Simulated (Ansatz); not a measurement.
**Al2GaP3: the band gap up the ladder of functionals**

An exercise on one series of results from a longer session: the logs are not shown, and one member is left open.

Program: Ansatz 0.2.0. PAW datasets, plane waves. (Calculated; spin-unpolarised; the phase may be known or hypothetical.)

## The cell

The cell was relaxed beforehand with r2SCAN.

The symmetry is P3m1 (No. 156, trigonal); a = 3.868 Å, c = 9.474 Å in the conventional setting, 20.46 Å³ an atom. Near Al stand 4 P at 2.37 Å; near Ga stand 4 P at 2.37 Å; near P stand 4 Al at 2.37 Å; near P stand 1 Ga at 2.37 Å and 3 Al at 2.37 Å.

As a file:

```xyz
6
Lattice="3.8683 0.0000 0.0000 -1.9342 3.3501 0.0000 0.0000 0.0000 9.4738" Properties=species:S:1:pos:R:3 pbc="T T T"
Al    0.0000    0.0000    0.0018
Al    1.9342    1.1167    6.3107
Ga    0.0000    2.2334    3.1596
P     1.9342    1.1167    8.6852
P     0.0000    2.2334    5.5256
P     0.0000    0.0000    2.3702
```

The first run:

File input.yaml:

```yaml
crystal:
  lattice:
    - [3.8683053872, 0.0, 0.0]
    - [-1.9341526936, 3.3500507349, 0.0]
    - [0.0, 0.0, 9.4738387529]
  atoms:
    - { symbol: Al, position: [0.0, 0.0, 0.0001897726] }
    - { symbol: Al, position: [0.6666666667, 0.3333333333, 0.6661207214] }
    - { symbol: Ga, position: [0.3333333333, 0.6666666667, 0.3335090937] }
    - { symbol: P, position: [0.6666666667, 0.3333333333, 0.9167540548] }
    - { symbol: P, position: [0.3333333333, 0.6666666667, 0.5832435781] }
    - { symbol: P, position: [0.0, 0.0, 0.2501827795] }
kpoints:
  mp_grid: { grid: [12, 12, 4] }
  band_path:
    path:
      - [[0.0, 0.0, 0.0], [0.5, 9.481341070408e-18, -2.24410035241e-34], [0.3333333333333, 0.3333333333333, -1.123673019304e-33], [0.0, 0.0, 0.0], [-1.712334347342e-51, -1.872992058058e-50, 0.5], [0.5, 9.481341070408e-18, 0.5], [0.3333333333333, 0.3333333333333, 0.5], [-1.712334347342e-51, -1.872992058058e-50, 0.5]]
      - [[0.5, 9.481341070408e-18, 0.5], [0.5, 9.481341070408e-18, -2.24410035241e-34]]
      - [[0.3333333333333, 0.3333333333333, 0.5], [0.3333333333333, 0.3333333333333, -1.123673019304e-33]]
    npoints: 10
hamiltonian:
  xc: pbe
scf:
  occupations: { method: fermi_dirac, width: 0.02 }
  n_extra_bands: 5
output:
  forces: true
  stress: true
  eigenvalues: true
```

Run with:

```console
> ansatz run input.yaml --threads 4 --pin off --max-ram 6451MiB --backend cpu --events-out ev --progress --plain --runs-dir out
```

Among the steps run: PBE band path; r2SCAN at the same geometry; Single point with HSE06; PBE+SOC at the same geometry; PBE0.

One of the session's tables, all rows but one given; the rest of the session is left out.

| level | gap (eV) |
| --- | --- |
| PBE | 1.57 |
| r2SCAN | 1.88 |
| HSE06 | ? |
| PBE+SOC | 1.55 |
| PBE0 | 2.91 |

Estimate the missing values for HSE06.

**Answer.** gap (eV): 2.24. In the column «gap (eV)» it lies between r2SCAN (1.88) and PBE0 (2.91).

Meshes: PBE 12×12×4, r2SCAN 12×12×4, HSE06 6×6×2, PBE+SOC 12×12×4, PBE0 6×6×2

What this shows: The gap runs from 1.55 eV (PBE+SOC) to 2.91 eV (PBE0). PBE reaches 70 % of the HSE06 value, and r2SCAN 84 %. PBE0 lies 0.67 eV above HSE06, which differs from it by screening the long-range exchange.

Limits of these values: Warnings in the runs' records: stress exchange threshold loose, stress scf threshold loose.
